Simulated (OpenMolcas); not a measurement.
**BBe⁺: electronic states by CASSCF, CASPT2 and spin–orbit RASSI**

Which states of BBe⁺ lie lowest, and how does spin–orbit coupling split them?

Computed with OpenMolcas 26.06. Level: SA-CASSCF(4,8), XMS-CASPT2, RASSI; ANO-RCC-VTZP.

All values are calculated.

### 1 The job

C2 symmetry about the axis (a holds Σ, Δ, Γ; b holds Π, Φ, H; Σ⁺ and Σ⁻ are not told apart); roots by multiplicity and irrep: 1a 5, 3a 2, 3b 6, 1b 4.

Active shells: B 2s 2p, Be 2s 2p.

m.inp

```
&GATEWAY
Coord
2
angstrom
B 0.0 0.0 0.0
Be 0.0 0.0 2.2170
Basis=ANO-RCC-VTZP
Group=XY
RX2C
AMFI
ANGMom
0.0 0.0 0.0
RICD
&SEWARD
&GUESSORB
&RASSCF
FileOrb=$CurrDir/o11.orb
Symmetry=1
Spin=1
nActEl=4 0 0
Inactive=2 0
RAS2=4 4
CIRoot=5 5 1
Linear
Iterations=120 100
OrbListing=Nothing
PRWF=0.15
>>COPY $Project.RasOrb $CurrDir/o11.orb
>>COPY $Project.rasscf.h5 $CurrDir/r11.h5
&CASPT2
XMultistate=all
Imaginary=0.2
IPEA=0.25
MaxIter=40
>>COPY $Project.JobMix JOB001
&RASSCF
FileOrb=$CurrDir/o31.orb
Symmetry=1
Spin=3
nActEl=4 0 0
Inactive=2 0
RAS2=4 4
CIRoot=2 2 1
Linear
Iterations=120 100
OrbListing=Nothing
PRWF=0.15
>>COPY $Project.RasOrb $CurrDir/o31.orb
>>COPY $Project.rasscf.h5 $CurrDir/r31.h5
&CASPT2
XMultistate=all
Imaginary=0.2
IPEA=0.25
MaxIter=40
>>COPY $Project.JobMix JOB002
&RASSCF
FileOrb=$CurrDir/o32.orb
Symmetry=2
Spin=3
nActEl=4 0 0
Inactive=2 0
RAS2=4 4
CIRoot=6 6 1
Linear
Iterations=120 100
OrbListing=Nothing
PRWF=0.15
>>COPY $Project.RasOrb $CurrDir/o32.orb
>>COPY $Project.rasscf.h5 $CurrDir/r32.h5
&CASPT2
XMultistate=all
Imaginary=0.2
IPEA=0.25
MaxIter=40
>>COPY $Project.JobMix JOB003
&RASSCF
FileOrb=$CurrDir/o12.orb
Symmetry=2
Spin=1
nActEl=4 0 0
Inactive=2 0
RAS2=4 4
CIRoot=4 4 1
Linear
Iterations=120 100
OrbListing=Nothing
PRWF=0.15
>>COPY $Project.RasOrb $CurrDir/o12.orb
>>COPY $Project.rasscf.h5 $CurrDir/r12.h5
&CASPT2
XMultistate=all
Imaginary=0.2
IPEA=0.25
MaxIter=40
>>COPY $Project.JobMix JOB004
&RASSI
Nr of JobIphs=4 5 2 6 4
1 2 3 4 5
1 2
1 2 3 4 5 6
1 2 3 4
SpinOrbit
EJob
Omega
MEES
MESO
Properties=4
'AngMom' 3 'Mltpl  1' 1 'Mltpl  1' 2 'Mltpl  1' 3
Thrs=1.0d-4
>>COPY $Project.rassi.h5 $CurrDir/so.h5
```

Each module block was a call of its own in one work directory; start orbitals came from a preliminary run.

Run with:

```bash
pymolcas m.inp
```

### 2 The spin-free blocks

The runs that follow: Spin–orbit coupling by RASSI.

Before running it: what results should come out? Wanted: lowest spin-free state; next spin-free state; lowest level; next level; lowering by spin–orbit coupling.

**Answer**, as computed:

| quantity | value |
| --- | --- |
| lowest spin-free state | (1)1Σ |
| next spin-free state | (1)3Σ, 1.340 eV |
| lowest level | Ω = 0, 100 % (1)1Σ |
| next level | Ω = 0, 10812 cm⁻¹ |
| lowering by spin–orbit coupling | 0 cm⁻¹ |

**Reading.** At 2.217 Å the lowest computed level has Ω = 0 and is 100 % (1)1Σ. Only the spin multiplicities and numbers of roots in the input were computed, so the list of states is not complete and the lowest one found need not be the ground state; labels number the states computed.
